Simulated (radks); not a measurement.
# Dipole-allowed lines with 54 electrons: Ba²⁺, La³⁺, Ce⁴⁺

An exercise on one series of results from a longer session: the logs are not shown, and one member is left open.

Program: radks (a radial shooting solver on a logarithmic mesh, Libxc functionals) version 1. Level of theory: scalar-relativistic Kohn-Sham, LB94 model potential, spin-unpolarised, spherical densities, finite nucleus. These are calculated values, not measurements, unless marked.

### The atom as given

| Quantity | Value |
| --- | --- |
| species | Ba²⁺ ([Xe]), La³⁺ ([Xe]), Ce⁴⁺ ([Xe]) |

LB94 adds a gradient term to the LDA potential that gives it a −1/r tail. It is a model potential with no energy functional, so Etot and Exc are not given.

Set-up of the first run:

The run's settings:

```text
Z 56
configuration [Xe] 6s0 4f0 5d0 6p0
relativity scalar-relativistic
functional lda,pw
model_potential LB94
spin unpolarised
nucleus finite rms 4.8378 fm
c 137.035999084
response adiabatic LDA kernel, real frequencies
```

Command:

```
python run_ks.py task.json out
```

The same process makes all the runs of this session.

Steps of the session up to this table: Ba²⁺, [Xe].

One table of the session follows, with a row left open; its other results are not shown here.

It belongs to the step «Ba²⁺, [Xe]». From the orbitals of this run (lengths in bohr):

| level | <r> | outermost maximum (interpolated) | 90 % within | nodes |
| --- | --- | --- | --- | --- |
| 4p | 0.7159 | 0.654 | 1.04 | 2 |
| 4d | 0.7972 | 0.697 | 1.20 | 1 |
| 5s | 1.614 | 1.45 | 2.33 | 4 |
| 5p | ? | ? | ? | ? |
| 5d | 2.735 | 2.34 | 4.07 | 2 |
| 4f | 1.316 | 0.811 | 2.35 | 0 |
| 6s | 3.675 | 3.45 | 5.18 | 5 |
| 6p | 4.304 | 4.06 | 6.10 | 4 |

Q: Estimate the row for 5p from the others.

As computed: <r>: 1.888; outermost maximum (interpolated): 1.66; 90 % within: 2.76; nodes: 3. In the column «<r>» it lies between 5s (1.614) and 5d (2.735).
